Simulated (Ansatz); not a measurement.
# La (dhcp): bands and what follows from them

Aim: the bands of La (dhcp) near the Fermi level, with what follows from them: the Fermi surface. The run doesn't test whether this is the element's stable form.

Method: DFT PBE with spin–orbit coupling, plane waves, PAW, in Ansatz 0.2.0.

3 further runs of the same task are left out: 3 set aside as unsound or not needed.

## (1) The system as given

The structure is hexagonal, space group P6_3/mmc (No. 194). The conventional cell has a = 3.770 Å, b = 3.770 Å, c = 12.130 Å, α = 90.00°, β = 90.00°, γ = 120.00°. Around La (site symmetry -3m) lie 12 La at 3.73 to 3.77 Å. La (site symmetry -6m2) has 12 La at 3.73 to 3.77 Å as nearest neighbours.

Structure file:

```cif
data_structure
_symmetry_space_group_name_H-M 'P 1'
_symmetry_Int_Tables_number 1
_cell_length_a 3.7700
_cell_length_b 3.7700
_cell_length_c 12.1300
_cell_angle_alpha 90.000
_cell_angle_beta 90.000
_cell_angle_gamma 120.000
_cell_volume 149.30
loop_
_atom_site_label
_atom_site_type_symbol
_atom_site_fract_x
_atom_site_fract_y
_atom_site_fract_z
_atom_site_occupancy
La1 La 0.00000 0.00000 0.00000 1
La2 La 0.00000 0.00000 0.50000 1
La3 La 0.33333 0.66667 0.25000 1
La4 La 0.66667 0.33333 0.75000 1
```

The cell is the measured one, not relaxed. At PBE, without spin–orbit coupling, an earlier run found -0.05 GPa for this cell of 37.326 Å³/atom (10×10×4 mesh), metallic.

## (2) Spin-orbit coupling: bands, spin texture, Fermi surface

input.yaml

```yaml
crystal:
  lattice:
    - [3.7699997916, 0.0, 0.0]
    - [-1.8849998958, 3.2649155918, 0.0]
    - [0.0, 0.0, 12.1299993295]
  atoms:
    - { symbol: La, position: [0.0, 0.0, 0.0] }
    - { symbol: La, position: [0.0, 0.0, 0.5] }
    - { symbol: La, position: [0.3333333333, 0.6666666667, 0.25] }
    - { symbol: La, position: [0.6666666667, 0.3333333333, 0.75] }
basis:
  ecutwfc: 420
  ecutrho_ratio: 4
kpoints:
  mp_grid: { grid: [8, 8, 2] }
  band_path:
    path:
      - [[0.0, 0.0, 0.0], [0.5, 0.0, 0.0], [0.33333333, 0.33333333, 0.0], [0.0, 0.0, 0.0], [0.0, 0.0, 0.5], [0.5, 0.0, 0.5], [0.33333333, 0.33333333, 0.5], [0.0, 0.0, 0.5]]
      - [[0.5, 0.0, 0.5], [0.5, 0.0, 0.0]]
      - [[0.33333333, 0.33333333, 0.5], [0.33333333, 0.33333333, 0.0]]
    npoints: 10
hamiltonian:
  xc: pbe
scf:
  occupations: { method: gaussian, width: 0.05 }
output:
  forces: true
  stress: true
  eigenvalues: true
  populations: true
  hubbard: { sites: [{ species: La, l: f }] }
  eigenstates:
    nscf_kmesh: { grid: [14, 14, 4] }
    de_dk: true
    e_range: [-2.5, 2.5]
  write_density: true
  write_potential: true
  elf: true
  volumetric_format: npy
magnetization:
  noncollinear: true
  spin_orbit: true
```

Command:

```
$ ansatz run input.yaml --threads 8 --pin off --max-ram 15360MiB --backend cpu --events-out ev --progress --plain --runs-dir out
```

Before running it: what results should come out? Wanted: gap; Fermi-surface area, spins summed; resistivity × mean free path, xx and zz.

The runs gave:

```
                               quantity                    value
                                    gap             none (metal)
       Fermi-surface area, spins summed                22.96 Å⁻²
resistivity × mean free path, xx and zz  1.40, 1.21 × 10⁻¹⁵ Ω m²
```

**Reading.** There is no gap at this level of theory. On the fine mesh the Fermi surface has sheets from 8 bands. The area isn't converged in the mesh. A second reading, from band slopes, gives 19.26 Å⁻².
